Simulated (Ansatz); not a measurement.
# Sr7Ti7TeO20: the cost of one run

Method: DFT PBEsol, scalar-relativistic, plane waves, PAW, in Ansatz 0.2.0.

2 further runs of the same task are left out: 2 set aside as unsound or not needed. Runs told in other sessions of the task aren't counted.

**1. Starting point**

The cell holds 35 atoms (O20Sr7TeTi7): a = 6.740 Å, b = 8.701 Å, c = 8.701 Å, α = 113.58°, β = 104.96°, γ = 104.96°.

The coordinates of this cell stand in the input of its own run.

The host was relaxed before at PBEsol: a = 3.891 Å, b = 3.891 Å, c = 3.891 Å, α = 90.00°, β = 90.00°, γ = 90.00° (conventional cell), 11.783 Å³/atom.

Places, in fractions of the supercell: Te in place of O at (0.214, 0.357, 0.286). The start keeps the symmetry of the ideal site.

Earlier runs gave the host's free energy in this supercell, -53600.701 eV, the gap of its unit cell over the zone, 1.85 eV.

**2. Charge 0, atoms relaxed**

Input file input.yaml:

```yaml
crystal:
  lattice:
    - [-3.8911418677, 3.8911418677, -3.8911418677]
    - [7.7822837354, 3.8911418677, 0.0]
    - [0.0, -7.7822837354, -3.8911418677]
  atoms:
    - { symbol: Sr, position: [0.8571428571, 0.4285714286, 0.1428571429] }
    - { symbol: Sr, position: [0.1428571429, 0.5714285714, 0.8571428571] }
    - { symbol: Sr, position: [0.5714285714, 0.2857142857, 0.4285714286] }
    - { symbol: Sr, position: [0.4285714286, 0.7142857143, 0.5714285714] }
    - { symbol: Sr, position: [0.7142857143, 0.8571428571, 0.2857142857] }
    - { symbol: Sr, position: [0.0, 0.0, 0.0] }
    - { symbol: Sr, position: [0.2857142857, 0.1428571429, 0.7142857143] }
    - { symbol: Ti, position: [0.0714285714, 0.2857142857, 0.4285714286] }
    - { symbol: Ti, position: [0.3571428571, 0.4285714286, 0.1428571429] }
    - { symbol: Ti, position: [0.7857142857, 0.1428571429, 0.7142857143] }
    - { symbol: Ti, position: [0.6428571429, 0.5714285714, 0.8571428571] }
    - { symbol: Ti, position: [0.9285714286, 0.7142857143, 0.5714285714] }
    - { symbol: Ti, position: [0.2142857143, 0.8571428571, 0.2857142857] }
    - { symbol: Ti, position: [0.5, 0.0, 0.0] }
    - { symbol: Te, position: [0.2142857143, 0.3571428571, 0.2857142857] }
    - { symbol: O, position: [0.5, 0.5, 0.0] }
    - { symbol: O, position: [0.9285714286, 0.2142857143, 0.5714285714] }
    - { symbol: O, position: [0.7857142857, 0.6428571429, 0.7142857143] }
    - { symbol: O, position: [0.0714285714, 0.7857142857, 0.4285714286] }
    - { symbol: O, position: [0.3571428571, 0.9285714286, 0.1428571429] }
    - { symbol: O, position: [0.6428571429, 0.0714285714, 0.8571428571] }
    - { symbol: O, position: [0.3571428571, 0.4285714286, 0.6428571429] }
    - { symbol: O, position: [0.6428571429, 0.5714285714, 0.3571428571] }
    - { symbol: O, position: [0.0714285714, 0.2857142857, 0.9285714286] }
    - { symbol: O, position: [0.9285714286, 0.7142857143, 0.0714285714] }
    - { symbol: O, position: [0.2142857143, 0.8571428571, 0.7857142857] }
    - { symbol: O, position: [0.5, 0.0, 0.5] }
    - { symbol: O, position: [0.7857142857, 0.1428571429, 0.2142857143] }
    - { symbol: O, position: [0.1428571429, 0.0714285714, 0.3571428571] }
    - { symbol: O, position: [0.4285714286, 0.2142857143, 0.0714285714] }
    - { symbol: O, position: [0.8571428571, 0.9285714286, 0.6428571429] }
    - { symbol: O, position: [0.7142857143, 0.3571428571, 0.7857142857] }
    - { symbol: O, position: [0.0, 0.5, 0.5] }
    - { symbol: O, position: [0.2857142857, 0.6428571429, 0.2142857143] }
    - { symbol: O, position: [0.5714285714, 0.7857142857, 0.9285714286] }
  host:
    lattice:
      - [3.8911418677, 0.0, 0.0]
      - [0.0, 3.8911418677, 0.0]
      - [0.0, 0.0, 3.8911418677]
    atoms:
      - { symbol: Sr, position: [0.0, 0.0, 0.0] }
      - { symbol: Ti, position: [0.5, 0.5, 0.5] }
      - { symbol: O, position: [0.5, 0.0, 0.5] }
      - { symbol: O, position: [0.5, 0.5, 0.0] }
      - { symbol: O, position: [0.0, 0.5, 0.5] }
basis:
  ecutwfc: 420
  xc_grid: 2
kpoints:
  mp_grid: { grid: [3, 3, 3], shift: [0.0, 0.0, 0.0] }
hamiltonian:
  xc: pbesol
scf:
  occupations: { method: gaussian, width: 0.02 }
output:
  forces: true
  stress: false
  eigenvalues: true
  charged_corrections: { defect_position: [0.21428571, 0.35714286, 0.28571429] }
  write_density: true
  write_potential: true
  elf: true
  volumetric_format: npy
relax:
  adjacent_minimum: "off"
  f_tol: 0.03
  max_steps: 40
```

The run is started by

```sh
ansatz run input.yaml --threads 8 --pin off --max-ram 16384MiB --backend cpu --events-out ev --progress --plain --runs-dir out
```

Q: Estimate wall time and peak memory on 8 threads of Arm Neoverse V1, shared host.

About 3 min, with a peak of 3.3 GiB.
